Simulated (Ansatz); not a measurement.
The input (input.yaml):

```yaml
crystal:
  lattice:
    - [0.0, 4.1942, 4.1942]
    - [4.1942, 0.0, 4.1942]
    - [4.1942, 4.1942, 0.0]
  atoms:
    - { symbol: Mg, position: [0.0, 0.0, 0.0] }
    - { symbol: O, position: [0.25, 0.25, 0.25] }
    - { symbol: Mg, position: [0.0, 0.0, 0.5] }
    - { symbol: O, position: [0.25, 0.25, 0.75] }
    - { symbol: Mg, position: [0.0, 0.5, 0.0] }
    - { symbol: O, position: [0.25, 0.75, 0.25] }
    - { symbol: Mg, position: [0.0, 0.5, 0.5] }
    - { symbol: O, position: [0.25, 0.75, 0.75] }
    - { symbol: Mg, position: [0.5, 0.0, 0.0] }
    - { symbol: O, position: [0.75, 0.25, 0.25] }
    - { symbol: Mg, position: [0.5, 0.0, 0.5] }
    - { symbol: O, position: [0.75, 0.25, 0.75] }
    - { symbol: Mg, position: [0.5, 0.5, 0.0] }
    - { symbol: O, position: [0.75, 0.75, 0.25] }
    - { symbol: Mg, position: [0.5, 0.5, 0.5] }
    - { symbol: O, position: [0.75, 0.75, 0.75] }
    - { symbol: O, position: [0.6159342, 0.1338338, 0.1421697], spin: 1.0 }
magnetization:
  spin_polarized: true
basis:
  ecutwfc: 420.0
kpoints:
  mp_grid: { grid: [2, 2, 2] }
hamiltonian:
  xc: pbesol
scf:
  occupations: { method: fermi_dirac, width: 0.02 }
  lower_state_search: "off"
relax:
  f_tol: 0.03
  max_steps: 60
  adjacent_minimum: "off"
```

Run as:

```bash
$ ansatz run input.yaml --threads 2 --pin off --max-ram 5120MiB --backend cpu --events-out ev --progress --plain --runs-dir out
```

Hardware: 2 threads of Arm Neoverse V1 (shared host).

Q: Roughly how long does this run take, and how much memory?

A: 95 s, with a peak of 0.52 GiB, for 16 ionic steps.
